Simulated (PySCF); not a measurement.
# TiF₃⁺: relaxation and vibrations of the singlet

Where does singlet TiF₃⁺ go from a T-shaped start, is the end point a minimum, and what are its modes, charges and moments?

The runs use PySCF 2.14.0; PBE0, basis Ti def2-TZVP, F def2-TZVP, no relativity, density fitting.

## (1) Starting geometry

4 atoms, charge 1, spin multiplicity 1.

Bond lengths: Ti1–F2 1.960 Å, Ti1–F3 1.960 Å, Ti1–F4 1.960 Å. Angles: F2–Ti1–F3 88.0°, F2–Ti1–F4 88.0°, F3–Ti1–F4 176.0°.

```xyz
4
charge 1 multiplicity 1
Ti    0.0000    0.0000    0.0000
F     0.0000    0.0000    1.9600
F     1.9588    0.0000    0.0684
F    -1.9588    0.0000    0.0684
```

## (2) First SCF at the start

The steps below are one call of a driver around PySCF. For each, scf.py gives the equivalent set-up of the SCF; relaxations use the driver's own optimiser. After this first run the driver tries any further starts and a stability analysis.

scf.py reads:

```python
from pyscf import gto, scf, dft
mol = gto.M(atom='''
Ti     0.000000     0.000000     0.000000
F      0.000000     0.000000     1.960000
F      1.958800     0.000000     0.068400
F     -1.958800     0.000000     0.068400''',
    basis={'Ti': 'def2-TZVP', 'F': 'def2-TZVP'},
    charge=1, spin=0)
mf = dft.RKS(mol, xc='PBE0')
mf.grids.atom_grid = (50, 194)
aux = {'Ti': 'def2-universal-JKFIT', 'F': 'def2-universal-JKFIT'}
mf = mf.density_fit(auxbasis=aux)
mf.conv_tol = 1e-08
mf.diis_space = 10
mf.max_cycle = 60
mf.init_guess = 'minao'
mf.verbose = 4
mf.kernel()
```

On the command line:

```bash
$ OMP_NUM_THREADS=4 python axn.py task.json out
```

The log of the run, shortened:

```text
[... the frontier levels of the middle cycles are left out ...]
init E= -1148.24095258098
  HOMO = -0.514376790568034  LUMO = -0.153368798004886  gap/eV = 9.82353
cycle= 1 E= -1147.68227739342  delta_E= 0.559  |g|= 1.59  |ddm|= 2.03
  HOMO = -0.516302624452295  LUMO = -0.485759117989842  gap/eV = 0.83113
cycle= 2 E= -1115.25562050757  delta_E= 32.4  |g|= 12.4  |ddm|=  5.2
cycle= 3 E= -1134.92532601406  delta_E= -19.7  |g|= 9.12  |ddm|= 3.29
cycle= 4 E= -1136.93672866922  delta_E= -2.01  |g|= 8.41  |ddm|= 1.37
cycle= 5 E= -1138.40546815777  delta_E= -1.47  |g|= 8.15  |ddm|= 1.15
cycle= 6 E= -1139.25066699464  delta_E= -0.845  |g|=  7.9  |ddm|= 0.325
cycle= 7 E= -1139.07877917907  delta_E= 0.172  |g|= 7.98  |ddm|= 0.154
cycle= 8 E= -1145.47177382983  delta_E= -6.39  |g|= 4.73  |ddm|=  1.9
cycle= 9 E= -1145.44660312415  delta_E= 0.0252  |g|= 4.69  |ddm|= 0.52
cycle= 10 E= -1146.06284523848  delta_E= -0.616  |g|= 4.16  |ddm|= 0.205
cycle= 11 E= -1148.13487447898  delta_E= -2.07  |g|= 1.18  |ddm|= 0.78
cycle= 12 E= -1148.30551861828  delta_E= -0.171  |g|= 0.533  |ddm|= 0.641
cycle= 13 E= -1148.35785904333  delta_E= -0.0523  |g|= 0.129  |ddm|= 0.195
cycle= 14 E= -1148.36098005211  delta_E= -0.00312  |g|= 0.019  |ddm|= 0.0473
cycle= 15 E= -1148.36109860633  delta_E= -0.000119  |g|= 0.00386  |ddm|= 0.0175
cycle= 16 E= -1148.36110856089  delta_E= -9.95e-06  |g|= 0.00136  |ddm|= 0.00662
cycle= 17 E= -1148.36111019339  delta_E= -1.63e-06  |g|= 0.000555  |ddm|= 0.0034
cycle= 18 E= -1148.36111028346  delta_E= -9.01e-08  |g|= 0.000265  |ddm|= 0.000749
cycle= 19 E= -1148.36111029297  delta_E= -9.51e-09  |g|= 0.000152  |ddm|= 0.000145
cycle= 20 E= -1148.36111029775  delta_E= -4.78e-09  |g|= 2.77e-05  |ddm|= 7.67e-05
  HOMO = -0.651588704911703  LUMO = -0.489307060722897  gap/eV = 4.41591
Extra cycle  E= -1148.3611102952  delta_E= 2.55e-09  |g|= 0.000124  |ddm|= 6.26e-05
converged SCF energy = -1148.3611102952
```

This step, with its further starts and checks, ran for 14 s (4 threads of Arm Neoverse V1, shared host).

Energies from each starting density:

| start | energy (Eh) |
| --- | --- |
| the minimal-basis guess | -1148.361110 |
| a thermally smeared density | -1148.361110 |
| a smeared PBE density | -1148.361110 |

No lower closed-shell solution turned up from the other starts or in the test of internal stability.

## (3) Relaxation: T-shaped start, singlet

The program finds C2v symmetry in the start, which this walk keeps.

Changes to scf.py since step 2:

```diff
@@ -3,4 +3,4 @@
-Ti     0.000000     0.000000     0.000000
-F      0.000000     0.000000     1.960000
-F      1.958800     0.000000     0.068400
-F     -1.958800     0.000000     0.068400''',
+Ti     0.000000     0.000000    -0.379595
+F      0.000000     0.000000     1.580405
+F      1.958800     0.000000    -0.311195
+F     -1.958800     0.000000    -0.311195''',
@@ -16 +15,0 @@
-mf.init_guess = 'minao'
```

Steps of the walk:

| step | energy (Eh) | change (kJ/mol) | largest symmetric gradient (Eh/bohr) |
| --- | --- | --- | --- |
| 0 | -1148.361110 | 0.00 | 0.14478 |
| 1 | -1148.449072 | -230.94 | 0.08916 |
| 2 | -1148.465969 | -275.31 | 0.14259 |
| 3 | -1148.488480 | -334.41 | 0.03054 |
| 4 | -1148.496921 | -356.57 | 0.03764 |
| 5 | -1148.503495 | -373.83 | 0.01481 |
| 6 | -1148.505081 | -377.99 | 0.00524 |
| 7 | -1148.505196 | -378.30 | 0.00146 |
| 8 | -1148.505198 | -378.30 | 0.00152 |
| 9 | -1148.505204 | -378.32 | 0.00013 |
| 10 | -1148.505204 | -378.32 | 0.00004 |

The walk took 19 s.

End point (D3h, 10 steps, 378.3 kJ/mol gained): Ti–F 1.692 Å (×3); F–Ti–F 119.7° (×2), F–Ti–F 120.7°.

## (4) Hessian and properties

On the finer grid the gradient is checked again; gradients at displacements of ±0.02 bohr then give force constants and infrared intensities.

Changes to scf.py since step 3:

```diff
@@ -3,4 +3,4 @@
-Ti     0.000000     0.000000    -0.379595
-F      0.000000     0.000000     1.580405
-F      1.958800     0.000000    -0.311195
-F     -1.958800     0.000000    -0.311195''',
+Ti    -0.000000     0.000000    -0.000000
+F      0.000000     0.000000     1.692679
+F      1.465903     0.000000    -0.846340
+F     -1.465903     0.000000    -0.846340''',
@@ -10 +10 @@
-mf.grids.atom_grid = (50, 194)
+mf.grids.atom_grid = (75, 302)
@@ -13 +13 @@
-mf.conv_tol = 1e-08
+mf.conv_tol = 1e-10
```

This SCF starts from the last density.

Log of the central SCF (cycles and frontier levels):

```text
init E= -1148.50541031081
  HOMO = -0.714700441004931  LUMO = -0.424552366416353  gap/eV = 7.89533
cycle= 1 E= -1148.50541031075  delta_E= 5.41e-11  |g|= 2.06e-05  |ddm|= 1.17e-05
  HOMO = -0.714699451880853  LUMO = -0.424554405869029  gap/eV = 7.89525
cycle= 2 E= -1148.50541031041  delta_E= 3.42e-10  |g|= 5e-05  |ddm|= 2.81e-05
  HOMO = -0.714700358976241  LUMO = -0.424552635433952  gap/eV = 7.89532
cycle= 3 E= -1148.50541031082  delta_E= -4.04e-10  |g|= 4.72e-06  |ddm|= 2.01e-05
  HOMO = -0.71470021742239  LUMO = -0.424552894207727  gap/eV = 7.89531
cycle= 4 E= -1148.50541031082  delta_E= -4.09e-12  |g|= 4.21e-08  |ddm|= 1.8e-06
  HOMO = -0.714700211633919  LUMO = -0.424552876497694  gap/eV = 7.89531
Extra cycle  E= -1148.50541031082  delta_E= -1.36e-12  |g|= 8.81e-08  |ddm|= 6.01e-08
converged SCF energy = -1148.50541031082
```

The whole step took 24 s.

Geometry: D3h; Ti–F 1.693 Å (×3); F–Ti–F 120.0° (×3).

Modes, for the most abundant isotopes:

```
symmetry  ω (cm⁻¹)  IR (km/mol)  μ (u)     type
    a2''      127i          104  28.27     bend
      e'       204         18.8  20.76     bend
     a1'       788          0.0  19.00  stretch
      e'       928          569  25.09  stretch
```

With 1 mode imaginary (up to 127i cm⁻¹) this point is a saddle.

Properties at this point:

| Property | Result |
| --- | --- |
| Dipole moment about the centre of mass | 0.00 D |
| Highest occupied level | -19.45 eV |
| Lowest empty level | -11.55 eV |
| Rotational constants | 0.2065, 0.2065, 0.1032 cm⁻¹ |
| Zero-point energy (real modes) | 18.3 kJ/mol |
| Principal polarisabilities | 12.6, 28.6, 28.6 bohr³ |
| Principal traceless quadrupole moments about the centre of mass | -3.07, -3.07, 6.15 D Å |

Charges (e) and bond orders:

```tsv
atom	Mulliken	Löwdin	polar tensor	Mayer order to Ti1
Ti1	1.84	1.06	2.76	–
F2,3,4	-0.28	-0.02	-0.59	1.17
```

Mulliken populations on Ti1: s 6.04, p 12.19, d 1.84, f 0.08.

## (5) Following the imaginary mode

The atoms are moved a little along the softest imaginary mode and relaxed again.

The program finds C3v symmetry in the start, which this walk keeps. The walk stops when the largest gradient is under 0.0003 Eh/bohr and the energy has settled too.

Changes to scf.py since step 4:

```diff
@@ -3,4 +3,4 @@
-Ti    -0.000000     0.000000    -0.000000
-F      0.000000     0.000000     1.692679
-F      1.465903     0.000000    -0.846340
-F     -1.465903     0.000000    -0.846340''',
+Ti    -0.000000     0.250000    -0.000000
+F     -0.000000    -0.210316     1.692679
+F      1.465903    -0.210316    -0.846340
+F     -1.465903    -0.210316    -0.846340''',
@@ -10 +10 @@
-mf.grids.atom_grid = (75, 302)
+mf.grids.atom_grid = (50, 194)
@@ -13 +13 @@
-mf.conv_tol = 1e-10
+mf.conv_tol = 1e-08
```

Energy and gradient, step by step:

| step | energy (Eh) | change (kJ/mol) | largest symmetric gradient (Eh/bohr) |
| --- | --- | --- | --- |
| 0 | -1148.498583 | 0.00 | 0.04534 |
| 1 | -1148.507961 | -24.62 | 0.00194 |
| 2 | -1148.507985 | -24.68 | 0.00066 |
| 3 | -1148.508009 | -24.75 | 0.00092 |
| 4 | -1148.508014 | -24.76 | 0.00039 |
| 5 | -1148.508014 | -24.76 | 0.00001 |

The walk took 11 s.

Geometry (Å) and forces (eV/Å) at some steps:

```
step 0
Ti   0.000   0.250   0.000   0.000  -2.002   0.020
F    0.000  -0.210   1.693   0.000   0.638  -2.339
F    1.466  -0.210  -0.846  -2.018   0.682   1.159
F   -1.466  -0.210  -0.846   2.018   0.682   1.159
step 1
Ti   0.000   0.215   0.000   0.000   0.100   0.028
F    0.000  -0.199   1.635   0.000  -0.058   0.042
F    1.416  -0.199  -0.818   0.040  -0.021  -0.035
F   -1.416  -0.199  -0.818  -0.040  -0.021  -0.035
step 3
Ti   0.000   0.240   0.000   0.000  -0.027   0.011
F    0.000  -0.207   1.628   0.000  -0.012  -0.050
F    1.410  -0.207  -0.814  -0.042   0.019   0.019
F   -1.410  -0.207  -0.814   0.042   0.019   0.019
step 5
Ti   0.000   0.247   0.000   0.000   0.001   0.005
F    0.000  -0.209   1.625   0.000  -0.019   0.000
F    1.407  -0.209  -0.812  -0.001   0.009  -0.003
F   -1.407  -0.209  -0.812   0.001   0.009  -0.003
```

End point (C3v, 5 steps, 24.8 kJ/mol gained): Ti–F 1.687 Å (×3); F–Ti–F 113.0° (×3).

## (6) Frequencies

The same treatment as at the point before.

Changes to scf.py since step 5:

```diff
@@ -3,4 +3,4 @@
-Ti    -0.000000     0.250000    -0.000000
-F     -0.000000    -0.210316     1.692679
-F      1.465903    -0.210316    -0.846340
-F     -1.465903    -0.210316    -0.846340''',
+Ti    -0.000000     0.257308    -0.000000
+F      0.000000    -0.211662     1.620784
+F      1.403640    -0.211662    -0.810392
+F     -1.403640    -0.211662    -0.810392''',
@@ -10 +10 @@
-mf.grids.atom_grid = (50, 194)
+mf.grids.atom_grid = (75, 302)
@@ -13 +13 @@
-mf.conv_tol = 1e-08
+mf.conv_tol = 1e-10
```

SCF at the final geometry:

```text
init E= -1148.50822428593
  HOMO = -0.707354035558225  LUMO = -0.41400093130797  gap/eV = 7.98254
cycle= 1 E= -1148.50822428583  delta_E= 9.85e-11  |g|= 2.71e-05  |ddm|= 1.55e-05
  HOMO = -0.707353105262918  LUMO = -0.41400298138346  gap/eV = 7.98246
cycle= 2 E= -1148.50822428527  delta_E= 5.65e-10  |g|= 6.47e-05  |ddm|= 3.67e-05
  HOMO = -0.707354019157565  LUMO = -0.414001195197602  gap/eV = 7.98254
cycle= 3 E= -1148.50822428594  delta_E= -6.77e-10  |g|= 5.17e-06  |ddm|= 2.61e-05
  HOMO = -0.70735384986386  LUMO = -0.4140014820374  gap/eV = 7.98252
cycle= 4 E= -1148.50822428595  delta_E= -1.14e-11  |g|= 1.07e-07  |ddm|= 1.96e-06
  HOMO = -0.707353836933931  LUMO = -0.414001441519068  gap/eV = 7.98253
Extra cycle  E= -1148.50822428595  delta_E= 1.82e-12  |g|= 2.05e-07  |ddm|= 1.45e-07
converged SCF energy = -1148.50822428595
```

The whole step ran for 30 s (4 threads of Arm Neoverse V1, shared host).

Geometry: C3v; Ti–F 1.687 Å (×3); F–Ti–F 112.6° (×3).

Modes, for the most abundant isotopes:

| symmetry | ω (cm⁻¹) | IR (km/mol) | μ (u) |
| --- | --- | --- | --- |
| a1 | 165 | 69.8 | 26.02 |
| e | 220 | 17.8 | 20.59 |
| a1 | 832 | 20.8 | 20.17 |
| e | 914 | 534 | 24.59 |

All wavenumbers are real: a minimum.

Constants and moments:

| Quantity | Value |
| --- | --- |
| Dipole moment about the centre of mass | 3.63 D |
| Highest occupied level | -19.25 eV |
| Lowest empty level | -11.27 eV |
| Rotational constants | 0.2092, 0.2092, 0.1126 cm⁻¹ |
| Zero-point energy | 19.5 kJ/mol |
| Principal polarisabilities | 13.3, 27.6, 27.6 bohr³ |
| Principal traceless quadrupole moments about the centre of mass | -3.13, -3.13, 6.27 D Å |
| Entropy at 298.15 K and 1 bar | 292.3 J/(mol K) |
| Heat capacity Cp at 298.15 K | 62.8 J/(mol K) |
| Enthalpy at 298.15 K above 0 K | 14.77 kJ/mol |
| Rotational symmetry number | 3 |

Charges (e) and bond orders:

```
  atom  Mulliken  Löwdin  polar tensor  Mayer order to Ti1
   Ti1      1.82    1.04          2.69                   –
F2,3,4     -0.27   -0.01         -0.56                1.18
```

Mulliken populations on Ti1: s 6.05, p 12.18, d 1.87, f 0.08.

## (7) Stability of the closed shell

At the lowest minimum the closed shell is tested against spin polarisation, on the (50, 194) grid. It is stable.

## (8) The points found, side by side

| spin | group | bonds | imaginary modes (cm⁻¹) | ΔE (kJ/mol) | with zero-point energy |
| --- | --- | --- | --- | --- | --- |
| singlet | C3v | Ti–F 1.687 Å (×3) | none | 0.0 | 0.0 |
| singlet | D3h | Ti–F 1.693 Å (×3) | 127i | 7.4 | – |

## (9) What came out

| quantity | value |
| --- | --- |
| minimum | singlet, C3v |
| geometry | Ti–F 1.687 Å (×3); F–Ti–F 112.6° (×3) |
| wavenumbers (cm⁻¹) | 165 (a1), 220 (e), 832 (a1), 914 (e) |
| dipole moment (centre of mass) | 3.63 D |
| highest occupied, lowest empty level | -19.25, -11.27 eV |
| polar-tensor charge of Ti1 | +2.69 e |
| zero-point energy | 19.5 kJ/mol |
| entropy at 298.15 K | 292.3 J/(mol K) |

In words: The T-shaped start (C2v) ends in a minimum of C3v symmetry, after a stop at a saddle point 7.4 kJ/mol higher, from which it was pushed off along an imaginary mode. The strongest infrared band lies at 914 cm⁻¹ (e, stretch). Other starts or spin states, not run here, may lie lower.

The search up to here took 1.7 min.
